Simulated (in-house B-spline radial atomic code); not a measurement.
# I⁵⁺: ionisation energy by several methods

How far do functionals differ on the ionisation energy of I⁵⁺? Each run solves I⁵⁺ and then the next ion ([Kr] 4d10 5s1).

The numbers are computed with in-house B-spline radial atomic code version 1 (Dirac-Coulomb, several functionals, exact exchange averaged over the configuration; spherical all-electron atom at the radial basis limit), except any that are marked as measured or tabulated.

### Step 1. The atom as given

```
element       : iodine (Z = 53)
charge        : +5
electrons     : 48
configuration : [Kr] 4d10 5s2
nucleus       : Fermi, rms radius 4.750 fm
```

The outer shells:

[Kr] 4d10 5s2
```
[Kr] core
4d [↑↓][↑↓][↑↓][↑↓][↑↓]
5s [↑↓]
```

### Step 2. LC-ωPBE

Settings, as recorded:

```ini
Z = 53
electrons = 48.0
configuration = [Kr] 4d10 5s2
hamiltonian = dirac
method = lc_wpbe
spin_polarised = False
nucleus = fermi
rms_radius = 4.75
mass_number = 127
atomic_mass = 126.904472592
speed_of_light = 137.035999084
exact_exchange = averaged over the configuration
```

The run is started by

```
python run_scf.py task.json out
```

One command runs all members of the session, one after another, from task.json.

### Step 3. HSE06

Settings: those of step 2 with these lines changed.

```diff
@@ -4,3 +4,3 @@
 hamiltonian = dirac
-method = lc_wpbe
+method = hse06
 spin_polarised = False
```

### Step 4. CAM-B3LYP

Settings: those of step 3 with these lines changed.

```diff
@@ -4,3 +4,3 @@
 hamiltonian = dirac
-method = hse06
+method = camb3lyp
 spin_polarised = False
```

### Step 5. PBE0

Settings: those of step 4 with these lines changed.

```diff
@@ -4,3 +4,3 @@
 hamiltonian = dirac
-method = camb3lyp
+method = pbe0
 spin_polarised = False
```

The tabulated ionisation energy is 74.4 ± 0.4 eV (semi-empirical; NIST Atomic Spectra Database). What does each method give, and which comes nearest?

The runs gave:

| method | rung | total energy (hartree) | ΔSCF (eV) | with Breit, QED, recoil (eV) | −ε highest (eV) | corrected ΔSCF less tabulated (eV) |
| --- | --- | --- | --- | --- | --- | --- |
| PBE0 | global hybrid | -7113.2250 | 74.764 | 74.696 | 70.129 (5s1/2) | +0.296 |
| LC-ωPBE | range-separated hybrid | -7113.1922 | 74.849 | 74.780 | 73.180 (5s1/2) | +0.380 |
| HSE06 | range-separated hybrid | -7113.1203 | 74.832 | 74.765 | 69.805 (5s1/2) | +0.365 |
| CAM-B3LYP | range-separated hybrid | -7113.9707 | 75.165 | 75.098 | 71.932 (5s1/2) | +0.698 |

Against the tabulated ionisation energy, 74.4 ± 0.4 eV (semi-empirical; NIST Atomic Spectra Database), the best here is PBE0 (+0.296 eV) and the worst CAM-B3LYP (+0.698 eV, or 0.94 %). Open shells are averaged (over orientations, and over spins where the run is restricted), while tables refer to the lowest levels.
